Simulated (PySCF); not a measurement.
# F4H2N2Sn2 (cyclo-(F2SnNH)2): the cost of one run

Computed with PySCF 2.14.0 and routines of our own; the level stands in each step. Atoms count from 0.

### 1 The system as given

10 atoms, charge 0, multiplicity 1; geometry from: GFN2-xTB.

### 2 Optimising the geometry at PBE0-D3(BJ)/def2-SVP

The job: settings as JSON, then the geometry in Å.

```
{"job": {"xc": "PBE0", "basis": "def2-SVP", "d3": "d3bj", "grid": 1, "maxiter": 30, "shake": 0.03, "kind": "geom"}, "charge": 0, "multiplicity": 1}
Sn    -0.562010    -1.248600     0.604800
F      0.019710    -2.618450     1.662210
F     -2.590680    -1.506290     0.300960
N      0.036880     0.683980     1.305670
Sn     0.772280     1.092910    -0.546660
F     -0.089750     2.504330    -1.605630
F      2.652970     1.587750    -0.367930
N      0.577460    -0.836580    -1.102430
H     -0.798830     1.309780     1.719390
H      0.106620    -1.045570    -1.965960
```

Launch:

```
$ OMP_NUM_THREADS=1 python heavy_run.py task.json out
```

One launch serves the whole session: the jobs run in the order shown.

Q: Estimate the wall time and peak memory of this first job on 1 thread of AMD EPYC 9R45, shared host.

About 3.2 min, with a peak of 0.6 GiB.
